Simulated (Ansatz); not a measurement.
# SnSe2: the cost of one run

Program: Ansatz 0.2.0. Level of theory: DFT, PBE, plane-wave PAW, default files, scalar-relativistic, as far as a step names no other. These are calculated values, not measurements.

**1. The system as given**

Symmetry: P-3m1, No. 164, trigonal system. The conventional cell has a = 3.811 Å, b = 3.811 Å, c = 6.136 Å, α = 90.00°, β = 90.00°, γ = 120.00°. Around Sn (site symmetry -3m) lie 6 Se at 2.68 Å. Around Se (site symmetry 3m) lie 3 Sn at 2.68 Å.

Coordinates:

```
CELL_PARAMETERS angstrom
3.81100 0.00000 0.00000
-1.90550 3.30042 0.00000
0.00000 0.00000 6.13600
ATOMIC_POSITIONS crystal
Sn 0.00000 0.00000 0.00000
Se 0.33333 0.66667 0.24900
Se 0.66667 0.33333 0.75100
```

The earlier run gave: gap on the mesh 0.71 eV, largest force 0.790 eV/Å, pressure 5.5 GPa.

Site by site (atoms counted from 1):

```tsv
site	atoms	first shell	V_zz (10²¹ V/m²)	η	C_Q (MHz)
Sn	1	6 Se at 2.68 Å	0.29	0.00	–
Se	2, 3	3 Sn at 2.68 Å	-10.00	0.00	–
```

V_zz is the principal component of the electric field gradient with the largest magnitude, η = (V_xx − V_yy)/V_zz and C_Q = eQV_zz/h. Nuclear quadrupole moments: year-2017 set (Pyykkö). A dash under C_Q marks elements without a common quadrupolar isotope.

**2. Ions relaxed at fixed cell**

File input.yaml:

```yaml
crystal:
  lattice:
    - [3.811, 0.0, 0.0]
    - [-1.9055, 3.3004228138, 0.0]
    - [0.0, 0.0, 6.136]
  atoms:
    - { symbol: Sn, position: [0.0, 0.0, 0.0] }
    - { symbol: Se, position: [0.3333333333, 0.6666666667, 0.249] }
    - { symbol: Se, position: [0.6666666667, 0.3333333333, 0.751] }
kpoints:
  mp_grid: { grid: [13, 13, 7] }
scf:
  occupations: { method: fermi_dirac, width: 0.02 }
hamiltonian:
  xc: pbe
  pseudopotentials: { kind: paw }
output:
  forces: true
  stress: true
  populations: true
  efg: { quadrupole_moments_barn: { Sn: -0.132 }, contact_densities: true }
  write_density: true
  write_potential: true
  elf: true
  volumetric_format: npy
relax:
  f_tol: 0.02
  max_steps: 60
```

Run with:

```console
> ansatz run input.yaml --threads 1 --pin off --max-ram 3072MiB --backend cpu --events-out ev --progress --plain --runs-dir out
```

Q: Estimate wall time and peak memory on 1 thread of Arm Neoverse V2, shared host.

About 67 s, with a peak of 0.55 GiB.
